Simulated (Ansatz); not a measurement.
# Ta4NiO11 (P2/m) in Ansatz: settings compared, part 2 of 2

Ansatz 0.2.0. Earlier steps stand in the parts before.

## 3. Relaxation of cell and atoms, PBEsol+D3(BJ), collinear spin, ferromagnetic start

Contents of input.yaml:

```yaml
crystal:
  lattice:
    - [4.77089, 0.0, 0.00513]
    - [0.0, 5.82454, 0.0]
    - [-1.98628, 0.0, 7.25051]
  atoms:
    - { symbol: Ta, position: [0.61339, 0.5, 0.76042] }
    - { symbol: Ta, position: [0.38661, 0.5, 0.23958] }
    - { symbol: Ta, position: [0.16615, 0.0, 0.79875] }
    - { symbol: Ta, position: [0.83385, 0.0, 0.20125] }
    - { symbol: Ni, position: [0.5, 0.0, 0.5], spin: 1.0 }
    - { symbol: O, position: [0.33278, 0.79913, 0.65053] }
    - { symbol: O, position: [0.66722, 0.79913, 0.34947] }
    - { symbol: O, position: [0.90047, 0.25786, 0.80718] }
    - { symbol: O, position: [0.09953, 0.25786, 0.19282] }
    - { symbol: O, position: [0.66722, 0.20087, 0.34947] }
    - { symbol: O, position: [0.33278, 0.20087, 0.65053] }
    - { symbol: O, position: [0.09953, 0.74214, 0.19282] }
    - { symbol: O, position: [0.90047, 0.74214, 0.80718] }
    - { symbol: O, position: [0.5, 0.5, 0.0] }
    - { symbol: O, position: [0.5, 0.0, 0.0] }
    - { symbol: O, position: [0.5, 0.5, 0.5] }
hamiltonian:
  xc: pbesol
  pseudopotentials: { kind: paw }
  dispersion: d3bj
magnetization:
  spin_polarized: true
kpoints:
  mp_grid: { grid: [4, 4, 3] }
scf:
  occupations: { method: fermi_dirac, width: 0.05 }
output:
  forces: true
  stress: true
  eigenvalues: true
  write_density: true
  write_potential: true
  elf: true
  volumetric_format: npy
relax:
  f_tol: 0.01
  max_steps: 40
  cell: { stress_tol: 0.05 }
```

Potentials or basis: Ansatz PAW.

Started as:

```
$ ansatz run input.yaml --threads 8 --pin off --max-ram 20480MiB --backend cpu --events-out ev --progress --plain --runs-dir out
```

What it wrote:

```text
Warning: RAYON_NUM_THREADS=8 ignored (pool sized by the plan → 8); use --threads N
Engine: ansatz 0.2.0, aarch64-unknown-linux-gnu
Pseudopotentials: kind: paw
Pseudopotential: Ta, paw, valence charge 13, recommended cutoff 420 eV (normal), Ta.paw.azcp
Pseudopotential: Ni, paw, valence charge 18, recommended cutoff 420 eV (normal), Ni.paw.azcp
Pseudopotential: O, paw, valence charge 6, recommended cutoff 420 eV (normal), O.paw.azcp
Functional definition: PBEsol
  exchange = pbesol_x
  correlation = pbesol_c
Crystal: 16 atoms, lattice volume = 201.538 Å³
[... 324 lines left out ...]
  k-point 2 ↑: bands = ["-92.2693", "-58.6268", "-58.6260", "-58.5438", "-58.5427", "-53.3002", "-53.2204", "-51.9132", "-25.4089", "-25.3286", "-25.3016", "-25.2833", "-25.2789", "-25.2706", "-25.2579", "-25.2015", "-25.1870", "-25.1828", "-25.1522", "-25.1463", "-9.2695", "-8.5762", "-8.5727", "-8.2048", "-7.9680", "-7.8462", "-7.6995", "-7.5212", "-7.4912", "-7.3470", "-6.7826", "3.0187", "3.1483", "3.3630", "3.4016", "3.5980", "3.8750", "3.9806", "4.2013", "4.3147", "4.3224", "4.3803", "4.7572", "5.1418", "5.4101", "5.5192", "5.8713", "6.0198", "6.0668", "6.4408", "6.7447", "6.7924", "7.0689", "7.0764", "7.1005", "7.1665", "7.2043", "7.4038", "7.6897", "7.9620", "8.1460", "8.3033", "8.6553", "8.8094", "9.2744", "9.7180", "9.9531", "9.9535", "11.1938", "11.9286", "12.0426", "12.3415", "12.7298", "12.8468", "13.1302", "13.3642", "14.2955", "14.3772", "14.6534", "14.8177", "15.1851", "15.2397", "15.5817", "15.9595", "15.9846"]
  k-point 20 ↓: bands = ["-92.2693", "-58.6266", "-58.6262", "-58.5433", "-58.5432", "-53.3003", "-53.2204", "-51.9132", "-25.4120", "-25.3247", "-25.3118", "-25.3037", "-25.2962", "-25.2848", "-25.2770", "-25.2124", "-25.1568", "-25.1520", "-25.1415", "-25.1362", "-8.7553", "-8.6568", "-8.6438", "-8.3945", "-8.3023", "-7.8651", "-7.7111", "-7.4605", "-7.4570", "-7.2089", "-6.8457", "3.0692", "3.4773", "3.5948", "3.6221", "3.7014", "3.8612", "4.0341", "4.3210", "4.3398", "4.6387", "4.7911", "4.9156", "4.9328", "5.2291", "5.3144", "5.6703", "5.9403", "5.9916", "6.1732", "6.3144", "6.5230", "6.5850", "6.8590", "6.9552", "6.9958", "7.3451", "7.4288", "7.7204", "7.8263", "7.9804", "8.2491", "8.6585", "8.9475", "9.3869", "9.7915", "9.8514", "9.9912", "10.9648", "12.2001", "12.6764", "12.9682", "13.0708", "13.4472", "13.4598", "13.5281", "13.9035", "14.0080", "14.3243", "14.4654", "14.6646", "15.2657", "15.5017", "16.3283", "16.7421"]
--- Relaxed structure (12 steps of the walk, 11 accepted, 2 SCFs on fresh bases) ---
  F+E_penalty+E_count = -51212.71957511 eV   max|allowed force component| = 2.799e-3 eV/Å   (the final SCF, on the basis selected at the relaxed cell)
  cell:  # Å, volume = 192.2013 Å³
    - [4.668262489821003, -1.1167744599758601e-17, -0.04516505041804169]
    - [-1.3616446551502873e-17, 5.750558377133443, -1.645349765661448e-17]
    - [-2.0199114352232135, -1.5838190455888496e-17, 7.179181131364637]
  atoms:
    - { symbol: Ta, position: [0.6041682895747934, 0.49999999999999994, 0.7600901080294752] }
    - { symbol: Ta, position: [0.3958317104252064, 0.49999999999999994, 0.23990989197052467] }
    - { symbol: Ta, position: [0.15904260695261682, -7.574989109255557e-19, 0.7962207390543417] }
    - { symbol: Ta, position: [0.8409573930473828, 6.434858162180987e-19, 0.20377926094565815] }
    - { symbol: Ni, position: [0.4999999999999999, -5.700654735372823e-20, 0.49999999999999994] }
    - { symbol: O, position: [0.32978336889020127, 0.7994452924470578, 0.6462853731513951] }
    - { symbol: O, position: [0.6702166311097985, 0.7994452924470578, 0.3537146268486047] }
    - { symbol: O, position: [0.9029951323835139, 0.2604599771327278, 0.8092274848367351] }
    - { symbol: O, position: [0.09700486761648573, 0.2604599771327278, 0.1907725151632648] }
    - { symbol: O, position: [0.6702166311097985, 0.20055470755294214, 0.3537146268486047] }
    - { symbol: O, position: [0.32978336889020127, 0.2005547075529421, 0.6462853731513951] }
    - { symbol: O, position: [0.09700486761648573, 0.7395400228672722, 0.1907725151632648] }
    - { symbol: O, position: [0.9029951323835139, 0.7395400228672722, 0.8092274848367351] }
    - { symbol: O, position: [0.4999999999999999, 0.49999999999999994, 8.673617379884035e-19] }
    - { symbol: O, position: [0.4999999999999999, -5.700654735372833e-20, 4.336808689942018e-19] }
    - { symbol: O, position: [0.4999999999999999, 0.49999999999999994, 0.49999999999999994] }
```

It took 2.3 min on 8 threads of Arm Neoverse V2, shared host; peak memory 1.4 GiB.

Results:

```
Free energy                            : -51212.7196 eV
Relaxed volume                         : 12.01 Å³/atom
Relaxed cell                           : a = 4.668 Å, b = 5.751 Å, c = 7.458 Å, α = 90.00°, β = 106.27°, γ = 90.00°
Space group after relaxing (to 0.05 Å) : P2/m (No. 10)
Energy gained by relaxing              : 14.4 meV/atom
Ionic steps                            : 13
Pressure after relaxing                : 0.0 GPa
Band gap on the k mesh                 : 0.94 eV, indirect (least direct gap 0.97 eV)
Net moment                             : 0.00 μB per cell
Absolute moment                        : 0.00 μB per cell
```

Forces in eV/Å, atoms in the order of the input:
```
Ta   0.000  0.000  0.001
Ta   0.000  0.000 -0.001
Ta  -0.002  0.000  0.001
Ta   0.002  0.000 -0.001
Ni   0.000  0.000  0.000
O    0.001  0.001  0.000
O   -0.001  0.001  0.000
O    0.001 -0.003  0.000
O   -0.001 -0.003  0.000
O   -0.001 -0.001  0.000
O    0.001 -0.001  0.000
O   -0.001  0.003  0.000
O    0.001  0.003  0.000
O    0.000  0.000  0.000
O    0.000  0.000  0.000
O    0.000  0.000  0.000
```

The path:
| step | energy change (eV) | largest force (eV/Å) | volume (Å³) |
| --- | --- | --- | --- |
| 1 | 0.0000 | 0.2217 | 201.54 |
| 2 | -0.2373 | 0.3490 | 192.05 |
| 3 | -0.2479 | 0.2231 | 193.18 |
| 4 | -0.2546 | 0.1341 | 193.14 |
| 5 | -0.2586 | 0.0638 | 192.86 |
| 6 | -0.2602 | 0.0326 | 192.72 |
| 7 | -0.2610 | 0.0138 | 192.63 |
| 8 | -0.2610 | 0.0031 | 192.62 |
| 9 | -0.2307 | 0.0032 | 192.62 |
| 10 | -0.2333 | 0.0349 | 192.14 |
| 11 | -0.2333 | 0.0172 | 192.18 |
| 12 | -0.2332 | 0.0029 | 192.20 |
| 13 | -0.2311 | 0.0029 | 192.20 |

Final structure:
```cif
data_structure
_symmetry_space_group_name_H-M 'P 1'
_symmetry_Int_Tables_number 1
_cell_length_a 4.6685
_cell_length_b 5.7506
_cell_length_c 7.4579
_cell_angle_alpha 90.000
_cell_angle_beta 106.269
_cell_angle_gamma 90.000
_cell_volume 192.20
loop_
_atom_site_label
_atom_site_type_symbol
_atom_site_fract_x
_atom_site_fract_y
_atom_site_fract_z
_atom_site_occupancy
Ta1 Ta 0.60417 0.50000 0.76009 1
Ta2 Ta 0.39583 0.50000 0.23991 1
Ta3 Ta 0.15904 0.00000 0.79622 1
Ta4 Ta 0.84096 0.00000 0.20378 1
Ni1 Ni 0.50000 0.00000 0.50000 1
O1 O 0.32978 0.79945 0.64629 1
O2 O 0.67022 0.79945 0.35371 1
O3 O 0.90300 0.26046 0.80923 1
O4 O 0.09700 0.26046 0.19077 1
O5 O 0.67022 0.20055 0.35371 1
O6 O 0.32978 0.20055 0.64629 1
O7 O 0.09700 0.73954 0.19077 1
O8 O 0.90300 0.73954 0.80923 1
O9 O 0.50000 0.50000 0.00000 1
O10 O 0.50000 0.00000 0.00000 1
O11 O 0.50000 0.50000 0.50000 1
```

Caveat: odd divisions of the mesh miss points on the zone boundary, where band edges often lie, so the gap on the mesh can be too wide; the plane-wave basis is chosen anew once the cell has moved, so the energies of steps on either side of that aren't comparable; the pressure holds a Pulay correction of +0.7 GPa for the finite cutoff; spin-orbit coupling is left out, which moves the levels of the heavy elements; the PAW data sets come from PBE, with cores solved anew for the run's functional, which leaves a small shift of forces and pressure; the starting moments weren't kept. A k mesh can miss the band edges.

## 4. Relaxation of cell and atoms, r2SCAN+rVV10, collinear spin, ferromagnetic start

input.yaml, as its differences from that of step 3:

```diff
@@ -23,5 +23,5 @@
 hamiltonian:
-  xc: pbesol
+  xc: r2scan
   pseudopotentials: { kind: paw }
-  dispersion: d3bj
+  dispersion: rvv10
 magnetization:
@@ -36,6 +36,2 @@
   eigenvalues: true
-  write_density: true
-  write_potential: true
-  elf: true
-  volumetric_format: npy
 relax:
```

Started as:

```
$ ansatz run input.yaml --threads 8 --pin off --max-ram 20480MiB --backend cpu --events-out ev --progress --plain --runs-dir out
```

Wall time 3.6 min (8 threads of Arm Neoverse V2, shared host); peak memory 2.2 GiB.

The run converged. Its results:

* Free energy: -51873.7654 eV
* Relaxed volume: 12.18 Å³/atom
* Relaxed cell: a = 4.737 Å, b = 5.726 Å, c = 7.478 Å, α = 90.00°, β = 106.15°, γ = 90.00°
* Space group after relaxing (to 0.05 Å): P2/m (No. 10)
* Energy gained by relaxing: 9.2 meV/atom
* Ionic steps: 8
* Pressure after relaxing: 0.0 GPa
* Band gap on the k mesh: 1.38 eV, indirect (least direct gap 1.42 eV)
* Net moment: 0.00 μB per cell
* Absolute moment: 0.68 μB per cell

Forces on the atoms (eV/Å):
```
Ta   0.000  0.000  0.002
Ta   0.000  0.000 -0.002
Ta  -0.002  0.000 -0.002
Ta   0.002  0.000  0.002
Ni   0.000  0.000  0.000
O    0.000  0.000  0.000
O    0.000  0.000  0.000
O    0.000  0.001  0.001
O    0.000  0.001 -0.001
O    0.000  0.000  0.000
O    0.000  0.000  0.000
O    0.000 -0.001 -0.001
O    0.000 -0.001  0.001
O    0.000  0.000  0.000
O    0.000  0.000  0.000
O    0.000  0.000  0.000
```

Step by step:
```
step  energy change (eV)  largest force (eV/Å)  volume (Å³)
   1              0.0000                0.4259       201.54
   2             -0.1380                0.2005       193.76
   3             -0.1459                0.1057       194.89
   4             -0.1493                0.1309       194.98
   5             -0.1506                0.0442       194.91
   6             -0.1509                0.0136       194.83
   7             -0.1509                0.0025       194.81
   8             -0.1465                0.0026       194.81
```

Final structure:
```
Ta Ni O
1.0
     4.73681    0.00000   -0.03285
     0.00000    5.72559    0.00000
    -2.02976    0.00000    7.19694
Ta Ni O
4 1 11
Direct
  0.60404 0.50000 0.75971
  0.39596 0.50000 0.24029
  0.16223 0.00000 0.79855
  0.83777 0.00000 0.20145
  0.50000 0.00000 0.50000
  0.32459 0.79594 0.64932
  0.67541 0.79594 0.35068
  0.89543 0.25577 0.80794
  0.10457 0.25577 0.19206
  0.67541 0.20406 0.35068
  0.32459 0.20406 0.64932
  0.10457 0.74423 0.19206
  0.89543 0.74423 0.80794
  0.50000 0.50000 0.00000
  0.50000 0.00000 0.00000
  0.50000 0.50000 0.50000
```

Levels at points of the mesh, in eV from the valence-band top:
Spin up:
| k point | band 64 | band 65 | band 66 | band 67 | band 68 | band 69 | band 70 | band 71 | band 72 | band 73 |
| --- | --- | --- | --- | --- | --- | --- | --- | --- | --- | --- |
| (0.00, 0.00, 0.00) | -1.21 | -0.80 | -0.53 | -0.48 | -0.14 | 1.60 | 1.82 | 2.36 | 2.50 | 3.18 |
| (0.00, -0.50, 0.00) | -1.19 | -1.13 | -0.44 | -0.35 | -0.03 | 1.63 | 2.62 | 2.71 | 2.72 | 3.47 |
| (-0.50, 0.00, 0.00) | -1.19 | -1.03 | -0.63 | -0.35 | -0.23 | 1.73 | 2.06 | 2.53 | 2.71 | 2.81 |
| (-0.50, -0.50, 0.00) | -1.02 | -0.95 | -0.63 | -0.30 | -0.15 | 1.49 | 2.68 | 3.11 | 3.13 | 3.37 |
Spin down:
```tsv
k point	band 66	band 67	band 68	band 69	band 70	band 71
(0.00, 0.00, 0.00)	-0.34	-0.30	-0.26	1.56	1.82	2.35
(0.00, -0.50, 0.00)	-0.27	-0.20	-0.10	1.71	2.62	2.71
(-0.50, 0.00, 0.00)	-0.53	-0.39	-0.11	1.58	2.22	2.53
(-0.50, -0.50, 0.00)	-0.53	-0.32	-0.01	1.55	2.68	3.13
```

Caveat: the magnetic or orbital state may not be the lowest; odd divisions of the mesh miss points on the zone boundary, where band edges often lie, so the gap on the mesh can be too wide; the plane-wave basis is chosen anew once the cell has moved, so the energies of steps on either side of that aren't comparable; spin-orbit coupling is left out, which moves the levels of the heavy elements; the PAW data sets come from PBE, with cores solved anew for the run's functional, which leaves a small shift of forces and pressure; the starting moments weren't kept. r2SCAN opens gaps a little over a GGA but as a rule still falls short of measured ones.

## 5. Overview

```csv
level,cutoff (eV),gap on the mesh (eV),pressure (GPa),moment (μB),relaxed volume (Å³/atom)
r2SCAN,500,1.37,0.0,0.00,12.29
PBEsol+D3(BJ),420,0.94,0.0,0.00,12.01
r2SCAN+rVV10,500,1.38,0.0,0.00,12.18
```

Alike in all rows: task relaxation of cell and atoms; potentials or basis Ansatz PAW; spin collinear, ferromagnetic start; cell relaxed; k mesh 4 × 4 × 3; smearing fermi-dirac 0.05 eV.

Caveats: odd divisions of the mesh miss points on the zone boundary, where band edges often lie, so the gap on the mesh can be too wide; the plane-wave basis is chosen anew once the cell has moved, so the energies of steps on either side of that aren't comparable; spin-orbit coupling is left out, which moves the levels of the heavy elements; the PAW data sets come from PBE, with cores solved anew for the run's functional, which leaves a small shift of forces and pressure; the starting moments weren't kept; the magnetic or orbital state may not be the lowest (some runs).

Total energies depend on the potentials used, so only differences within one code and one set of settings carry meaning.
